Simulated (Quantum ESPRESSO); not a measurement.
**Si2C: zone-centre phonons under several settings**

```
Si C
1.0
     2.66863    0.00000    0.00000
     0.00000    2.66863    0.00000
     0.00000    0.00000    5.53218
Si C
2 1
Cartesian
  1.3343 1.3343 1.5729
  1.3343 1.3343 3.9593
  0.0000 0.0000 0.0000
```

The cell was built by a generator and needn't be a form met in nature.

All runs used Quantum ESPRESSO 7.5; potentials PseudoDojo 0.4.1 SR PBE standard; k mesh 7 × 7 × 4; no spin polarisation; cutoff 1116 eV; occupations cold, width 0.2 eV.

```tsv
level	geometry	volume (Å³/atom)	pressure (GPa)	lowest optical mode without the field (cm⁻¹)	highest optical mode without the field (cm⁻¹)
PBE	relaxed at 0 GPa	12.20	0.0	332i	567
PBE	relaxed at 10 GPa	10.84	10.0	316i	673
PBE	relaxed at 25 GPa	10.06	25.0	253i	739
PBE	relaxed at 50 GPa	9.20	50.0	145i	860
PBE	relaxed at 80 GPa	?	79.9	?	?
```

Problem. What stands in the row left open?

Solution. Volume 8.50 Å³/atom; lowest optical mode without the field 160i cm⁻¹; highest optical mode without the field 956 cm⁻¹.

Values marked i are imaginary: the cell is unstable against those modes at that level, or the meshes are too thin.

Caveats: the mesh is thin for the phonons of a metal; some modes are imaginary; the volume moved by over 15 % at a fixed basis, so the end points are rough (some runs); the cell is more than 3 GPa from zero pressure, which shifts response properties (some runs).

For the row left open. Caveat: the k mesh is coarse; the mesh is thin for the phonons of a metal; some modes are imaginary; the volume moved by over 15 % at a fixed basis, so the end points are rough; the cell is more than 3 GPa from zero pressure, which shifts response properties.
